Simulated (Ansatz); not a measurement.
## H5Si2Te, SMILES [SiH2][Te][SiH3]: vertical and adiabatic energies of changing the electron count, step by step

Program: the Python package of Ansatz (0.2.0).

Notebook, run cell by cell (the value of a cell's last expression is shown):

**Cell 1**
```python
import ansatz as az
import numpy as np
```

**Cell 2**
```python
BASIS_SET = 'def2-SVP'
FUNCTIONAL = 'pbe0'
DISPERSION = 'd4'
NET_CHARGE = 1
```

**Cell 3**
```python
GEOMETRY = '''
Si   -1.13330    1.34160   -0.73720
Te    1.19160    0.70300   -1.00290
Si    0.88100   -0.94490    0.81930
H    -1.97300    0.22290   -0.93810
H    -1.50830    2.39780   -1.77510
H     0.52430   -0.22920    2.06420
H     2.20780   -1.65750    1.05510
H    -0.09790   -1.89080    0.45900
'''
```

**Cell 4**
```python
molecule = az.Crystal.molecule()
for line in GEOMETRY.strip().splitlines():
    symbol, *xyz = line.split()
    molecule = molecule.atom(symbol, [float(v) for v in xyz])
```

**Cell 5**
```python
base = (
    molecule.calculation()
    .basis(gaussian=BASIS_SET)
    .functional(FUNCTIONAL, dispersion=DISPERSION)
    .spin('collinear', total=1)
)
symbols = [site.symbol for site in molecule.cartesian_sites]
start = np.array([site.position_ang for site in molecule.cartesian_sites], dtype=float)
report = base.relax(force_tolerance=0.01).run(threads=1).report
end = np.array(report['positions_ang'])
```

**Cell 6**
```python
minimum = az.Crystal.molecule()
for symbol, place in zip(symbols, end):
    minimum = minimum.atom(symbol, place.tolist())
ion = (
    minimum.calculation()
    .basis(gaussian=BASIS_SET)
    .functional(FUNCTIONAL, dispersion=DISPERSION)
    .charge(NET_CHARGE)
)
vertical = ion.run(threads=1).report
settled = ion.relax(force_tolerance=0.01, max_steps=80).run(threads=1).report
print(f'vertical ionisation energy   {vertical["free_energy_ev"] - report["free_energy_ev"]:.3f} eV')
print(f'adiabatic, no zero point     {settled["free_energy_ev"] - report["free_energy_ev"]:.3f} eV')
print(f'relaxation energy of the ion {vertical["free_energy_ev"] - settled["free_energy_ev"]:.3f} eV')
ionised = np.array(settled['positions_ang'])
print('final positions (A) and the move of each atom')
for symbol, xyz, old in zip(symbols, ionised, end):
    print(f'{symbol:2s} {xyz[0]:10.5f} {xyz[1]:10.5f} {xyz[2]:10.5f}   {np.linalg.norm(xyz - old):7.4f}')
```
Output:
```text
vertical ionisation energy   7.806 eV
adiabatic, no zero point     6.976 eV
relaxation energy of the ion 0.831 eV
final positions (A) and the move of each atom
Si   -1.04500    1.15730   -1.23249    0.5524
Te    1.11797    1.27287   -0.30760    0.7763
Si    0.89359   -0.95939    1.00298    0.1505
H    -1.97123    0.03450   -0.94818    0.2352
H    -1.49624    2.24751   -2.12858    0.2031
H     1.07356   -0.55415    2.41803    0.6141
H     1.98847   -1.79651    0.45578    0.5918
H    -0.46890   -1.45924    0.68436    0.6140
```

The energies are electronic: no zero-point or thermal terms, and the basis set is short of its limit. The product may relax into another structure. The relaxation finds the nearest minimum, so the adiabatic value is an upper bound. def2 sets replace the cores of elements past krypton by effective core potentials. The species is open-shell (spin multiplicity 2). Only the spin states typed were run; another state of an ion can lie lower, by up to an eV or two. It ran for 2.2 min on 1 thread of Arm Neoverse V2, on a shared host, peak memory 0.34 GiB.
